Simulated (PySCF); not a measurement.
**CeH2: other functionals and bases at one geometry**

One table from this session's results is given with a row withheld; the runs are named, their logs left out.

Program: PySCF 2.14.0. Level of theory: several levels, as the steps say, no spin–orbit coupling. These are calculated values, not measurements.

1 further run of the same task is left out (for a known fault of the program).

### The system as given

3 atoms, charge 0, spin multiplicity 1.

Bond lengths: Ce1–H2 2.230 Å, Ce1–H3 2.230 Å. Angles: H2–Ce1–H3 112.6°.

Geometry (Å):

```
Ce    0.0000    0.0000   -0.1727
H     1.8547    0.0000    1.0649
H    -1.8547    0.0000    1.0649
```

Formal oxidation states: Ce +2. Each metal's 2 4f electrons lie in its core potential, so multiplicities, spins and levels count the valence alone. For divalent La, Ce, Gd or Lu the extra electron is normally 5d or 6s, so this core forces an excited configuration. An earlier session relaxed this geometry at PBE0, Ce lcecp-0-SVP with ECP48, H def2-SVP (singlet, point group C2v).

At PBE0 on the finer grid: E = -27.779009 Eh, frontier levels not given, since the 4f levels lie in the core, Mulliken charge on Ce1 +0.48 e, largest force component 0.001 eV/Å. 

Levels to run: TPSS; HF; PBE0, TZVP. Hardware: 2 threads of Arm Neoverse V2, shared host.

Set-up of the first run:

The input, run.py (the lines that set the calculation):

```python
mol = gto.M(atom='''
Ce     0.00000     0.00000    -0.17270
H      1.85467     0.00000     1.06485
H     -1.85467     0.00000     1.06485''',
    basis={'Ce': 'lcecp-0-SVP', 'H': 'def2-SVP'},
    ecp={'Ce': 'lcecp-0-SVP'},
    charge=0, spin=0)
mf = dft.RKS(mol, xc='TPSS')
mf.grids.atom_grid = (75, 302)  # f atoms: unpruned, at least (60, 302)
mf = mf.density_fit()  # fitting sets: Ce AutoAux, H def2-universal-JKFIT
mf.conv_tol = 1e-08; mf.max_cycle = 55
mf.kernel(dm0)  # dm0: the density of the relaxed state
```

On the command line:

```bash
$ OMP_NUM_THREADS=2 python run.py
```

Steps of the session up to this table: TPSS; HF; PBE0, TZVP.

One table of the session follows, with a row left open; its other results are not shown here.

```
              level  charge on Ce1 (e)  dipole (D)  largest force component (eV/Å)
PBE0 (relaxed here)               0.48        6.92                            0.00
               TPSS                  ?           ?                               ?
                 HF               0.73        8.06                            0.34
         PBE0, TZVP               0.67        7.00                            0.08
```

Q: Estimate the row for TPSS from the others.

**Answer.** charge on Ce1 (e): 0.52; dipole (D): 6.78; largest force component (eV/Å): 0.05. In the column «charge on Ce1 (e)» it lies between PBE0 (relaxed here) (0.48) and PBE0, TZVP (0.67).

The largest leftover force, 0.34 eV/Å with HF, stands at a geometry relaxed at another level. With 4f in the core, its levels are missing from HOMO and gap, and its count is fixed, so no charge can pass from the ligands into it. Total energies of different levels can't be compared.
